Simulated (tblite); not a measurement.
# C6H8N4: the cost of one run

Computed with tblite 0.8.0 and PySCF 2.14.0; each step states its level. No surroundings beyond the atoms listed, unless a continuum is named. Atoms count from 0, parts from 1.

### 1 Starting point

18 atoms, charge 0, multiplicity 1; geometry: rigid parts in contact. Parts: 1 = atoms 0–10, `C[NH2+]C`, charge 1; 2 = atoms 11–17, `N#C[C-](C#N)C#N`, charge -1.

### 2 Docking the parts with GFN2-xTB

Job settings and geometry (Å):

```
{"job": {"kind": "dock", "xc": "GFN2-xTB", "basis": "xTB"}, "charge": 0, "multiplicity": 1, "parts": [{"atoms": "0-10", "charge": 1, "multiplicity": 1}, {"atoms": "11-17", "charge": -1, "multiplicity": 1}]}
C     -1.226387    -0.229755     0.078097
N     -0.011408     0.555568    -0.221914
C      1.234648    -0.177201     0.084146
H     -1.229924    -1.146842    -0.508000
H     -2.120262     0.342992    -0.160168
H     -1.247023    -0.489869     1.134659
H     -0.014499     0.813941    -1.217014
H     -0.031566     1.427612     0.322257
H      2.103657     0.434688    -0.148558
H      1.281092    -1.091988    -0.503716
H      1.261674    -0.439145     1.140212
N     -2.854678     2.768610    -0.519414
C     -2.577592     2.575820     0.588971
C     -2.246457     2.344357     1.912333
C     -3.223300     2.404569     2.890367
N     -4.040332     2.454507     3.710358
C     -0.939635     2.047253     2.256647
N      0.155041     1.798016     2.543069
```

Level: GFN2-xTB search for minima from random contacts, gas phase.

Run with:

```sh
OMP_NUM_THREADS=1 python cluster_run.py task.json out
```

The driver reads the jobs from task.json and runs them one after another.

**Question.** How long does this first job take on 1 thread of Arm Neoverse V2, shared host?

About 4.2 s.
